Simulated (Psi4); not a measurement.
# SnH2O2 (SMILES [OH][Sn][OH]): PBEh-3c/def2-mSVP (core potential, IEF-PCM cyclohexane)

We compute the charge distribution of SnH2O2. 

The calculation is run with Psi4 1.11.

3 further runs of the same task are left out: 1 that didn't finish, 2 set aside as unsound or not needed.

### Step 1. The structure to begin with

SnH2O2 has 5 atoms, charge 0, and is taken as a singlet. SMILES: `[OH][Sn][OH]`. The shape is that of a PBE0-D4/def2-TZVP optimisation. This is one conformer, not always the lowest.

Bond lengths: O1–Sn2 1.987 Å, Sn2–O3 1.966 Å, O1–H4 0.960 Å, O3–H5 0.964 Å. Angles: O1–Sn2–O3 91.9°, Sn2–O1–H4 116.9°, Sn2–O3–H5 111.9°.

### Step 2. Energy and one-electron properties at PBEh-3c/def2-mSVP (core potential, IEF-PCM cyclohexane)

Input file calc.inp:

```
memory 1600 MB

molecule geom {
  0 1
  O
  Sn 1 1.987331
  O 2 1.966349 1 91.90239
  H 1 0.960047 2 116.91622 3 179.97582
  H 3 0.963553 2 111.88835 1 0.00126
  symmetry c1
  no_reorient
  no_com
}

set {
  scf_type pk
  e_convergence 1e-10
  orbital_optimizer_package ooo
  pcm true
}

pcm = {
  Units = Angstrom
  Medium {
    SolverType = IEFPCM
    Solvent = Cyclohexane
  }
  Cavity {
    Type = GePol
    RadiiSet = UFF
    Scaling = False
    Area = 0.3
    Mode = Implicit
  }
}

energy_value, wavefunction = energy('pbeh-3c', return_wfn=True)
oeprop(wavefunction, 'MAYER_INDICES', 'MULTIPOLE(3)', 'DIPOLE')
print_variables()
```

Launch:

```bash
$ psi4 calc.inp calc.out -n 1
```

**Question.** What will come out? Wanted: total energy; dipole moment; HOMO energy; LUMO energy; HOMO–LUMO gap; solvent term in the energy.

**Answer.** As computed:

Level: PBEh-3c/def2-mSVP (core potential, IEF-PCM cyclohexane).

| quantity | value |
| --- | --- |
| total energy | -365.70528 Eh |
| dipole moment | 2.79 D |
| HOMO energy | -8.00 eV |
| LUMO energy | -1.13 eV |
| HOMO–LUMO gap | 6.87 eV |
| solvent term in the energy | -18.5 kJ/mol |
